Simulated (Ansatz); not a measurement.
# CdCSe3 (element-swapped structure): how the settings move a single-point run

Computed with Ansatz 0.2.0 (reference: DFT r2SCAN, plane waves, PAW, scalar-relativistic, no spin polarisation, unless a step's input says otherwise).

**1. The starting structure**

It takes space group R3 (No. 146, trigonal). Conventional cell: a = 6.386 Å, b = 6.386 Å, c = 19.997 Å, α = 90.00°, β = 90.00°, γ = 120.00°. Cd (site symmetry 3) has 6 Se at 2.78 to 2.80 Å as nearest neighbours. Cd (site symmetry 3) is surrounded by 6 Se at 2.78 to 2.82 Å. Around C (site symmetry 3) lie 3 Se at 2.10 to 2.11 Å and 1 C at 2.29 Å. C (site symmetry 3) has 3 Se at 2.07 Å and 1 C at 2.29 Å as nearest neighbours. Se (site symmetry 1) is surrounded by 1 C at 2.11 Å and 2 Cd at 2.78 to 2.80 Å. Around Se (site symmetry 1) lie 1 C at 2.07 Å and 2 Cd at 2.78 to 2.82 Å.

Structure file:

```cif
data_structure
_symmetry_space_group_name_H-M 'P 1'
_symmetry_Int_Tables_number 1
_cell_length_a 6.3859
_cell_length_b 6.3859
_cell_length_c 7.6174
_cell_angle_alpha 65.218
_cell_angle_beta 90.000
_cell_angle_gamma 60.000
_cell_volume 235.41
loop_
_atom_site_label
_atom_site_type_symbol
_atom_site_fract_x
_atom_site_fract_y
_atom_site_fract_z
_atom_site_occupancy
Cd1 Cd 0.32910 0.34180 0.98730 1
Cd2 Cd 0.67128 0.65744 0.01394 1
C1 C 0.05670 0.88660 0.17000 1
C2 C 0.94240 0.11520 0.82710 1
Se1 Se 0.76510 0.13620 0.26030 1
Se2 Se 0.09870 0.50480 0.26030 1
Se3 Se 0.39650 0.83840 0.26030 1
Se4 Se 0.23030 0.86480 0.74130 1
Se5 Se 0.90490 0.48900 0.74130 1
Se6 Se 0.60610 0.16360 0.74130 1
```

**2. Reference**

Contents of input.yaml:

```yaml
crystal:
  lattice:
    - [3.192969, 5.530382, 0.0]
    - [-3.192969, 5.530382, 0.0]
    - [-3.192969, 1.843457, 6.665702]
  atoms:
    - { symbol: Cd, position: [0.3291, 0.3418, 0.9873] }
    - { symbol: Cd, position: [0.67128, 0.65744, 0.01394] }
    - { symbol: C, position: [0.0567, 0.8866, 0.17] }
    - { symbol: C, position: [0.9424, 0.1152, 0.8271] }
    - { symbol: Se, position: [0.7651, 0.1362, 0.2603] }
    - { symbol: Se, position: [0.0987, 0.5048, 0.2603] }
    - { symbol: Se, position: [0.3965, 0.8384, 0.2603] }
    - { symbol: Se, position: [0.2303, 0.8648, 0.7413] }
    - { symbol: Se, position: [0.9049, 0.489, 0.7413] }
    - { symbol: Se, position: [0.6061, 0.1636, 0.7413] }
  symmetry: { tolerance: 0.0003 }
kpoints:
  mp_grid: { grid: [4, 4, 4], shift: [0, 0, 0] }
magnetization:
  spin_polarized: false
scf:
  occupations: { method: fermi_dirac }
hamiltonian:
  pseudopotentials: { kind: paw }
  xc: r2scan
basis:
  ecutwfc: 500
output:
  forces: true
  stress: true
  eigenvalues: true
```

Started as:

```
ansatz run input.yaml --threads 1 --pin off --max-ram 2560MiB --backend cpu --events-out ev --progress --plain --runs-dir out
```

**Question.** How long does this run take on 1 thread of Intel Xeon 6975P-C (Granite Rapids), shared host, and how much memory does it need?

About 25 s, with a peak of 1.1 GiB.
